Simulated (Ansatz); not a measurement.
# TePt (R-3m): relaxation of cell and ions in Python

A script is to give a relaxation of cell and ions; the system is TePt (R-3m).

The COD entry's cell or inner coordinates are ideal or old and differ from later refinements, so a difference from it is no clean test against experiment.

Program: the Python package of Ansatz 0.2.0. Level of theory: DFT r2SCAN, plane waves, PAW. These are calculated values, not measurements.

### 1 The system

Symmetry: R-3m, No. 166, trigonal system. The conventional cell has a = 3.963 Å, b = 3.963 Å, c = 19.983 Å, α = 90.00°, β = 90.00°, γ = 120.00°. Around Te (site symmetry 3m) lie 3 Pt at 2.59 Å. Pt (site symmetry 3m) is surrounded by 3 Te at 2.59 Å and 3 Pt at 2.72 Å.

No structure file is read: the coordinates are typed or built in the script.

### 2 The script

Input file run_vcrelax.py:

```python
"""Variable-cell relaxation of TePt."""

import ansatz as az
from ase import Atoms
from ase.neighborlist import neighbor_list
import numpy as np

SETTINGS = {
    "k_spacing": 0.27,
    "xc": "r2scan",
    "smearing": "methfessel_paxton",
    "fmax": 0.005,
}

def edges_and_angles(cell):
    cell = np.asarray(cell)
    a, b, c = np.linalg.norm(cell, axis=1)
    cosines = cell[1] @ cell[2] / (b * c), cell[0] @ cell[2] / (a * c), cell[0] @ cell[1] / (a * b)
    return (a, b, c, *np.degrees(np.arccos(cosines)))

lattice = az.Lattice.of(
    (1.98156613, 1.14405774, 6.66103348),
    (-1.98156613, 1.14405774, 6.66103348),
    (0.0, -2.28811547, 6.66103348),
)
sites = [
    ("Te", (0.598, 0.598, 0.598)),
    ("Te", (0.402, 0.402, 0.402)),
    ("Pt", (0.87033333, 0.87033333, 0.87033333)),
    ("Pt", (0.12966667, 0.12966667, 0.12966667)),
]
tept = az.Crystal(lattice=lattice)
for symbol, position in sites:
    tept = tept.atom(symbol, position)

# shape and ions at fixed volume
job = (
    tept.calculation()
    .kpoints(spacing=SETTINGS["k_spacing"])
    .functional(SETTINGS["xc"])
    .occupations(SETTINGS["smearing"])
    .relax(force_tolerance=SETTINGS["fmax"], fix_cell=["volume"], stress_tolerance=0.05)
)
steps = []


def follow(event):
    if event["event"] != "relax_step":
        return
    row = event["data"]
    steps.append(row)
    print(f"step {row['step']:3d}  E = {row['lagrangian_ev']:.5f} eV  largest force component = {row['allowed_force_max_ev_ang']:.4f} eV/A  P = {row['pressure_gpa']:.3f} GPa")


res = job.session().plan(threads=1).execute(on_event=follow)
r = res.report

first, last = steps[0], steps[-1]
symbols = [site.symbol for site in res.lattice.sites]
print(f"energy gained {first['lagrangian_ev'] - last['lagrangian_ev']:.4f} eV in {len(steps) - 1} steps")
for label, vectors in (("before", first["cell_ang"]), ("after", res.lattice.cell_ang)):
    print(label, "a b c (A) {:.4f} {:.4f} {:.4f}  angles {:.2f} {:.2f} {:.2f}".format(*edges_and_angles(vectors)), f" V = {abs(np.linalg.det(vectors)):.3f} A^3")
print("final stress xx yy zz (GPa, compression positive):", np.round(np.diag(r["stress_gpa"]), 3) + 0.0)

final = Atoms(symbols, positions=last["positions_ang"], cell=res.lattice.cell_ang, pbc=True)
i, j, d = neighbor_list("ijd", final, 4.5)
print("neighbours within 1.2 times the shortest distance of each atom (A)")
for atom in range(len(final)):
    near = [m for m in np.argsort(d) if i[m] == atom]
    shell = [m for m in near if d[m] < 1.2 * d[near[0]]]
    print(f"{symbols[atom]}{atom} ({len(shell)}):", ", ".join(f"{symbols[j[m]]} {d[m]:.3f}" for m in shell))

change = np.array(last["positions_ang"]) @ np.linalg.inv(last["cell_ang"]) - np.array(first["positions_ang"]) @ np.linalg.inv(first["cell_ang"])
moved = np.linalg.norm(change @ np.array(last["cell_ang"]), axis=1)
print("displacement within the cell, strain taken out (A):", " ".join(f"{s}:{d:.3f}" for s, d in zip(symbols, moved)))

print("%-22s %14.5f eV" % ("F = E - TS", r["free_energy_ev"]))
print("%-22s %14.5f eV" % ("E", r["internal_energy_ev"]))
print("%-22s %14.5f eV" % ("Harris-Foulkes", r["harris_foulkes_ev"]))
print("%-22s %14.5f eV" % ("Fermi level", r["fermi_energy_ev"]))
```

### 3 The calls as engine input

The engine receives this input:

```yaml
crystal:
  lattice:
    - [1.98156613, 1.14405774, 6.66103348]
    - [-1.98156613, 1.14405774, 6.66103348]
    - [0.0, -2.28811547, 6.66103348]
  atoms:
    - { symbol: Te, position: [0.598, 0.598, 0.598] }
    - { symbol: Te, position: [0.402, 0.402, 0.402] }
    - { symbol: Pt, position: [0.87033333, 0.87033333, 0.87033333] }
    - { symbol: Pt, position: [0.12966667, 0.12966667, 0.12966667] }
kpoints:
  mp_grid:
    kspacing: 0.27
hamiltonian:
  xc: r2scan
scf:
  occupations:
    method: methfessel_paxton
relax:
  f_tol: 0.005
  cell:
    stress_tol: 0.05
    fix: [volume]
```

### 4 Launch

Started as:

```
$ python run_vcrelax.py
```

Q: Predict the main results. Wanted: free energy; moves of the relaxation; energy gained; last largest force component; relaxed conventional cell; space group at the end.

**Answer**, as computed:

| quantity | value |
| --- | --- |
| free energy | -39064.7264 eV (-9766.1816 eV/atom) |
| moves of the relaxation | 2 |
| energy gained (ahead of the last change of basis) | 0.5 meV/atom |
| last largest force component | 0.0032 eV/Å |
| relaxed conventional cell | a = 3.950 Å, b = 3.950 Å, c = 20.112 Å, α = 90.00°, β = 90.00°, γ = 120.00° |
| space group at the end | R-3m |

In words: The volume hardly changed, and the space group stayed R-3m. Notes:
- The negative TS is no error: cold and Methfessel-Paxton smearing have a generalised entropy.
- Part of the cell is held or a pressure is applied, so the end point needn't be the zero-pressure lattice.
- The mesh is modest for a metal, so energies can be off by several to tens of meV an atom and pressures by half a GPa or more; differences at equal mesh fare better.
- An absolute Fermi energy rests on an arbitrary zero of the periodic potential and has no direct meaning.
- Energies along a relaxation are free energies. Rows at an unchanged volume are solved on a plane-wave basis chosen afresh for that cell, so the energy jumps there and such rows are no steps of the walk.
- Edges and angles that the script prints are those of the cell as typed, here a primitive one.
- Of the deposited cell: the entry's cell lengths or inner coordinates differ somewhat from later room-temperature determinations.
- Spin-orbit coupling, which matters for elements this heavy, is left out.
